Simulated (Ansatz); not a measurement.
**CHLiOSi (SMILES [Li][O][Si]#C): single points off equilibrium**

The atoms stand at a structure displaced at random from a GFN2-xTB minimum. How far do the functionals agree with CCSD(T) there?

Method: single points in def2-TZVPP; program: Ansatz 0.2.0, Gaussian basis.

Cores are frozen in the correlated methods. The outer core shell of Li, Na, Mg and K is correlated.

### 1 The system as given

SMILES `[Li][O][Si]#C`, 5 atoms, charge 0, spin multiplicity 1.

Atoms are counted from 1 here; the program's logs count them from 0.

Bond lengths: Li1–O2 1.673 Å, O2–Si3 1.606 Å, Si3–C4 1.777 Å, C4–H5 1.131 Å. Angles: Li1–O2–Si3 176.1°, O2–Si3–C4 170.1°, Si3–C4–H5 112.8°.

As a file:

| atom | x (Å) | y (Å) | z (Å) |
| --- | --- | --- | --- |
| Li1 | -1.5237 | -2.4527 | 1.1825 |
| O2 | -0.7685 | -1.0772 | 0.6014 |
| Si3 | 0.0087 | 0.1792 | -0.0292 |
| C4 | 0.6569 | 1.7388 | -0.5807 |
| H5 | 1.6326 | 1.6328 | -1.1435 |

### 2 CCSD(T)/def2-TZVPP

run/in.yaml reads:

```yaml
crystal:
  periodic: [false, false, false]
  atoms:
    - {symbol: Li, position_ang: [-1.523700, -2.452700, 1.182500]}
    - {symbol: O, position_ang: [-0.768500, -1.077200, 0.601400]}
    - {symbol: Si, position_ang: [0.008700, 0.179200, -0.029200]}
    - {symbol: C, position_ang: [0.656900, 1.738800, -0.580700]}
    - {symbol: H, position_ang: [1.632600, 1.632800, -1.143500]}
basis:
  gaussian: {orbitals: def2-TZVPP}
correlation: {method: ccsd_t}
output: {forces: true}
```

No record of the launch command was kept for these runs.

### 3 PBE0-D4/def2-TZVPP

Changes to run/in.yaml since step 2:

```diff
@@ -10,3 +10,3 @@
   gaussian: {orbitals: def2-TZVPP}
-correlation: {method: ccsd_t}
-output: {forces: true}
+hamiltonian: {xc: pbe0, dispersion: d4}
+output: {forces: true, orbitals: {seedname: orbitals}}
```

### 4 wB97M-V/def2-TZVPP

Changes to run/in.yaml since step 3:

```diff
@@ -10,3 +10,3 @@
   gaussian: {orbitals: def2-TZVPP}
-hamiltonian: {xc: pbe0, dispersion: d4}
-output: {forces: true, orbitals: {seedname: orbitals}}
+hamiltonian: {xc: {name: wB97M-V}}
+output: {forces: true}
```

### 5 r2SCAN-D4/def2-TZVPP

Changes to run/in.yaml since step 4:

```diff
@@ -10,3 +10,3 @@
   gaussian: {orbitals: def2-TZVPP}
-hamiltonian: {xc: {name: wB97M-V}}
+hamiltonian: {xc: r2scan, dispersion: d4}
 output: {forces: true}
```

### 6 PBE-D4/def2-TZVPP

Changes to run/in.yaml since step 5:

```diff
@@ -10,3 +10,3 @@
   gaussian: {orbitals: def2-TZVPP}
-hamiltonian: {xc: r2scan, dispersion: d4}
+hamiltonian: {xc: pbe, dispersion: d4}
 output: {forces: true}
```

### 7 HSE06-D4/def2-TZVPP

Changes to run/in.yaml since step 6:

```diff
@@ -10,3 +10,3 @@
   gaussian: {orbitals: def2-TZVPP}
-hamiltonian: {xc: pbe, dispersion: d4}
+hamiltonian: {xc: hse06, dispersion: d4}
 output: {forces: true}
```

### 8 CAM-B3LYP-D4/def2-TZVPP

Changes to run/in.yaml since step 7:

```diff
@@ -10,3 +10,3 @@
   gaussian: {orbitals: def2-TZVPP}
-hamiltonian: {xc: hse06, dispersion: d4}
+hamiltonian: {xc: {name: CAM-B3LYP}, dispersion: d4}
 output: {forces: true}
```

(Steps that only read results are left out.)

**Question.** What will these runs give? Wanted: energy less free atoms, CCSD(T)/def2-TZVPP; RMS force component; RMS force error; HOMO and LUMO, PBE0-D4; T1 diagnostic.

As calculated:

| quantity | value |
| --- | --- |
| energy less free atoms, CCSD(T)/def2-TZVPP | -383.1 kcal/mol |
| RMS force component | 0.799 to 0.982 eV/Å over the methods |
| RMS force error | PBE0-D4 0.200, wB97M-V 0.236, r2SCAN-D4 0.159, PBE-D4 0.232, HSE06-D4 0.192, CAM-B3LYP-D4 0.274 eV/Å |
| HOMO and LUMO, PBE0-D4 | -4.59 and -1.79 eV |
| T1 diagnostic | 0.023 |

Against CCSD(T) the functionals' energies less atoms differ by -27.9 to -4.9 kcal/mol, PBE-D4 by -27.9 kcal/mol. The reference is not at the basis limit: in triple zeta CCSD(T) underbinds, which counts against methods that bind more; the gaps are no ranking. For forces r2SCAN-D4 does best and CAM-B3LYP-D4 worst. Frozen-core CCSD(T) forces in triple zeta carry basis errors of their own, and this is one geometry, so small gaps rank nothing. The restricted Hartree–Fock reference is unstable towards an unrestricted one at one or more of these structures.
